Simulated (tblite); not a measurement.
# C6H13BO2: the cost of one run

Programs: tblite 0.8.0 and PySCF 2.14.0, with density-fitted response routines of our own. Each step states its level of theory. These are calculated values for one molecule in the gas phase, unless marked as measured. Atoms count from 0, in the outputs and in this text.

**1. The molecule as given**

22 atoms, charge 0, multiplicity 1; geometry from: force field or distance geometry start.

Bonds of the start (Å): C0–O1 1.36, O1–C2 1.38, C2–C3 1.51, C3–C4 1.53, C4–C5 1.49, C5–B6 1.58, B6–C7 1.59, C7–O8 1.42, O8–C3 1.39, C0–H9 1.12, C0–H10 1.13, C0–H11 1.11, C2–H12 1.10, C2–H13 1.12, C3–H14 1.12, C4–H15 1.11, C4–H16 1.12, C5–H17 1.11, C5–H18 1.11, B6–H19 1.18, C7–H20 1.10, C7–H21 1.09.

**2. Geometry optimisation with GFN2-xTB**

Job settings and geometry (Å):

```
{"job": {"kind": "relax", "xc": "GFN2-xTB", "basis": "xTB"}, "charge": 0, "multiplicity": 1}
C     -3.382300    -0.410900     0.623900
O     -2.031100    -0.253600     0.717500
C     -1.413300     0.369100    -0.344900
C      0.063200     0.434300    -0.028800
C      0.603900    -0.968200     0.235900
C      2.054500    -1.124900    -0.072800
B      2.826500     0.242000    -0.267900
C      1.940100     1.534000    -0.537700
O      0.723500     1.054100    -1.079200
H     -3.939900     0.556200     0.535300
H     -3.777400    -0.840500     1.593600
H     -3.712900    -1.092800    -0.182800
H     -1.615500    -0.222100    -1.247200
H     -1.792600     1.424000    -0.424700
H      0.158100     1.092000     0.875400
H      0.373300    -1.227800     1.291300
H      0.032100    -1.637600    -0.462400
H      2.582000    -1.663300     0.747100
H      2.130900    -1.666500    -1.035200
H      3.991700     0.189800    -0.461400
H      2.444000     2.172200    -1.272700
H      1.730900     2.059900     0.396100
```

The run is started by

```sh
$ OMP_NUM_THREADS=1 python probes_run.py task.json out
```

The driver reads the jobs from task.json and runs them one after another.

**Question.** How long does this first job take on 1 thread of Arm Neoverse N1, shared host, and how much memory does it need?

About 1.6 s, with a peak of 0.18 GiB.
